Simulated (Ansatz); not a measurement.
# SnH₃S− (SMILES [S-][SnH3]): single points off equilibrium

One table from this session's results is given with a row withheld; the runs are named, their logs left out.

The runs use Ansatz 0.2.0, Gaussian basis; single points in def2-TZVPPD.

Correlated methods freeze the cores. Filled d shells of the heavier atoms are correlated. Core potentials replace the inner electrons past krypton, and spin-orbit coupling is left out.

### The system as given

SMILES `[S-][SnH3]`, 5 atoms, charge -1, spin multiplicity 1.

Atoms are counted from 1 here; the program's logs count them from 0.

Bond lengths: S1–Sn2 2.321 Å, Sn2–H3 1.786 Å, Sn2–H4 1.740 Å, Sn2–H5 1.757 Å. Angles: S1–Sn2–H3 118.2°, S1–Sn2–H4 117.2°, S1–Sn2–H5 117.1°, H3–Sn2–H4 107.7°, H3–Sn2–H5 104.1°, H4–Sn2–H5 88.1°.

Coordinates:

```
atom     x (Å)     y (Å)     z (Å)
  S1  -2.07590   0.43150   1.06010
 Sn2  -0.09130   0.00460  -0.06530
  H3  -0.01370   0.37710  -1.81050
  H4   0.63850  -1.55630   0.17440
  H5   1.37160   0.72360   0.59030
```

The first run:

The input, run/in.yaml:

```yaml
crystal:
  periodic: [false, false, false]
  atoms:
    - {symbol: S, position_ang: [-2.075900, 0.431500, 1.060100]}
    - {symbol: Sn, position_ang: [-0.091300, 0.004600, -0.065300]}
    - {symbol: H, position_ang: [-0.013700, 0.377100, -1.810500]}
    - {symbol: H, position_ang: [0.638500, -1.556300, 0.174400]}
    - {symbol: H, position_ang: [1.371600, 0.723600, 0.590300]}
basis:
  gaussian: {orbitals: "def2-TZVPPD.json"}
total_charge: -1
correlation: {method: ccsd_t}
output: {forces: true}
```

The basis file named in the input lies beside it (Basis Set Exchange, JSON).

The command line of these runs was not kept.

Steps of the session up to this table: CCSD(T)/def2-TZVPPD; PBE0-D4/def2-TZVPPD; wB97M-V/def2-TZVPPD; r2SCAN-D4/def2-TZVPPD; PBE-D4/def2-TZVPPD; r2SCAN0-D4/def2-TZVPPD; BLYP-D4/def2-TZVPPD.

One of the session's tables, all rows but one given; the rest of the session is left out.

```
    method  RMS force component (eV/Å)  angle to CCSD(T) forces (°)
   CCSD(T)                       0.293                    reference
   PBE0-D4                       0.260                         22.6
   wB97M-V                       0.286                         11.2
 r2SCAN-D4                       0.252                         21.4
    PBE-D4                       0.228                         38.9
r2SCAN0-D4                           ?                            ?
   BLYP-D4                       0.267                         50.4
```

Q: Estimate the row for r2SCAN0-D4 from the others.

The run gave: RMS force component (eV/Å): 0.295; angle to CCSD(T) forces (°): 20.7. In the column «RMS force component (eV/Å)» it is the highest.
